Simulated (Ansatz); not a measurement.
# CH5OSSi: the cost of one run

Method: RKS PBE/STO-3G, in Ansatz 0.2.0.

### 1 The system as given

Bond lengths: O1–C2 1.292 Å, C2–Si3 1.972 Å, C2–S4 1.682 Å, O1–H5 0.974 Å, Si3–H6 1.459 Å, Si3–H7 1.456 Å, Si3–H8 1.461 Å, S4–H9 1.345 Å. Angles: O1–C2–Si3 121.4°, O1–C2–S4 113.9°, Si3–C2–S4 124.7°, C2–O1–H5 116.2°, C2–Si3–H6 100.6°, C2–Si3–H7 103.4°, C2–Si3–H8 101.5°, H6–Si3–H7 115.9°, H6–Si3–H8 115.0°, H7–Si3–H8 116.8°, C2–S4–H9 96.5°.

As a file:

```xyz
9

O    -0.5191    0.8782   -1.5654
C    -0.5914    0.3419   -0.3920
Si    0.9932   -0.4513    0.4743
S    -2.1400    0.3441    0.2641
H     0.3638    0.8951   -1.9761
H     0.8916   -1.8298    0.0080
H     0.7436   -0.2410    1.8938
H     2.0745    0.3258   -0.1265
H    -1.8161   -0.2630    1.4196
```

### 2 Relaxing the start

File input.yaml:

```yaml
crystal:
  periodic: [false, false, false]
  atoms:
    - { symbol: O, position_ang: [-0.51908, 0.87824, -1.56544] }
    - { symbol: C, position_ang: [-0.59142, 0.34191, -0.39196] }
    - { symbol: Si, position_ang: [0.99316, -0.4513, 0.47435] }
    - { symbol: S, position_ang: [-2.14002, 0.34405, 0.26415] }
    - { symbol: H, position_ang: [0.36376, 0.89512, -1.97613] }
    - { symbol: H, position_ang: [0.89162, -1.82981, 0.00805] }
    - { symbol: H, position_ang: [0.7436, -0.241, 1.89379] }
    - { symbol: H, position_ang: [2.07445, 0.32576, -0.12645] }
    - { symbol: H, position_ang: [-1.81609, -0.26298, 1.41964] }
total_charge: 1
basis:
  gaussian: { orbitals: STO-3G }
hamiltonian:
  xc: pbe
relax:
  f_tol: 0.02
  max_steps: 40
scf:
  lower_state_search: "off"
```

On the command line:

```
$ ansatz run input.yaml --threads 1 --pin off --max-ram 2048MiB --backend cpu --events-out ev --progress --plain --runs-dir out
```

Q: Estimate wall time and peak memory on 1 thread of Arm Neoverse V1, shared host.

About 27 s, with a peak of 0.13 GiB.
